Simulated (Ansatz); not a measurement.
# Cl₂HInO + H₂: a complex and its separated parts

Aim: how far the complex at one end of a reaction step lies below its separated, relaxed parts, level by level.

Computed with Ansatz 0.2.0, Gaussian basis. Level: PBE0-D4/def2-TZVP structures, single points in def2-TZVPP, no counterpoise correction.

Levels: SPW92, PBE-D4, BLYP-D4, r2SCAN-D4, B97M-V, PBE0-D4, B3LYP-D4, r2SCAN0-D4, BHLYP-D4, CAM-B3LYP-D4, wB97X-V, wB97M-V, B2PLYP, PBE-QIDH, RPA on PBE, Hartree-Fock, MP2, CCSD, CCSD(T).

Cores are frozen in the correlated methods. Filled d shells of the heavier atoms are correlated. Core potentials replace the inner electrons past krypton, and spin-orbit coupling is left out. B3LYP uses VWN-RPA correlation. B2PLYP carries no dispersion term here.

88 further runs of the same task are left out: 88 set aside as unsound or not needed. Runs told in other sessions of the task aren't counted.

**1. The starting structure**

The complex: 7 atoms, charge 0, spin multiplicity 1.

Atoms are counted from 1 here; the program's logs count them from 0.

Bond lengths: In1–Cl3 2.310 Å, In1–Cl4 2.294 Å, In1–O6 1.964 Å, H2–H5 0.751 Å, O6–H7 0.962 Å. Angles: Cl3–In1–Cl4 120.2°, Cl3–In1–O6 119.8°, Cl4–In1–O6 119.9°, In1–O6–H7 111.8°.

Geometry (Å):

```mol
Cl2H3InO
  3D, bonds by distance, orders not assigned

  7  5  0  0  0  0  0  0  0  0999 V2000
   -0.4532    0.6453   -0.2226 In  0  0
   -0.2320   -1.8589    0.8332 H   0  0
   -1.2700   -0.3244   -2.1535 Cl  0  0
   -1.8924    1.2802    1.4467 Cl  0  0
    0.4358   -1.5640    1.0110 H   0  0
    1.4648    1.0342   -0.0603 O   0  0
    1.9472    0.7876   -0.8548 H   0  0
  1  3  8  0
  1  4  8  0
  1  6  8  0
  2  5  8  0
  6  7  8  0
M  END
```

Its parts: Cl₂HInO holds atoms 1, 3, 4, 6, 7; H₂ holds atoms 2, 5. Each part counts its atoms afresh in its own runs.

**2. Relaxing Cl₂HInO alone**

Contents of relax-a/in.yaml:

```yaml
crystal:
  periodic: [false, false, false]
  atoms:
    - {symbol: In, position_ang: [-0.453224, 0.645318, -0.222605]}
    - {symbol: Cl, position_ang: [-1.270050, -0.324390, -2.153497]}
    - {symbol: Cl, position_ang: [-1.892443, 1.280226, 1.446728]}
    - {symbol: O, position_ang: [1.464776, 1.034199, -0.060332]}
    - {symbol: H, position_ang: [1.947177, 0.787648, -0.854754]}
basis:
  gaussian: {orbitals: def2-TZVP}
hamiltonian: {xc: pbe0, dispersion: d4}
relax: {f_tol: 0.005, max_steps: 200}
```

Command:

```sh
ansatz run in.yaml --threads 4 --pin off --events-out ev --progress --plain --max-ram 9574MiB
```

Further steps of the session: Relaxing H₂ alone; SPW92/def2-TZVPP; PBE-D4/def2-TZVPP; BLYP-D4/def2-TZVPP; r2SCAN-D4/def2-TZVPP; B97M-V/def2-TZVPP; PBE0-D4/def2-TZVPP; B3LYP-D4/def2-TZVPP; r2SCAN0-D4/def2-TZVPP; BHLYP-D4/def2-TZVPP; CAM-B3LYP-D4/def2-TZVPP; wB97X-V/def2-TZVPP; wB97M-V/def2-TZVPP; B2PLYP/def2-TZVPP; PBE-QIDH/def2-TZVPP; RPA on PBE/def2-TZVPP; CCSD(T)/def2-TZVPP; Vibrations of Cl₂HInO; Vibrations of H₂.

Q: Predict the outcome of this session. Wanted: complex less parts, CCSD(T)/def2-TZVPP; with zero-point energy; largest T1 diagnostic.

The runs gave:

```
                              quantity        value
complex less parts, CCSD(T)/def2-TZVPP  -7.4 kJ/mol
                with zero-point energy  -1.5 kJ/mol
                 largest T1 diagnostic        0.014
```

What this shows: At CCSD(T) the complex lies 7.4 kJ/mol below its parts. The functionals run from PBE-QIDH, off by -0.1 kJ/mol, to SPW92, off by -8.7 kJ/mol, against CCSD(T). By rung, the mean size of the error is: LDA 8.7, GGA 1.7, meta-GGA 1.0, hybrid 1.5, range-separated hybrid 1.3, double hybrid 1.7 kJ/mol. The double hybrids carry no dispersion term here, unlike the levels marked D4 or V. PBE-D4 gives a relative energy 0.5 kJ/mol too low, an error of 7 % of the reference. No counterpoise was applied, and triple zeta lacks some correlation, so the CCSD(T) reference has a basis error of its own, and close matches with it are partly luck.
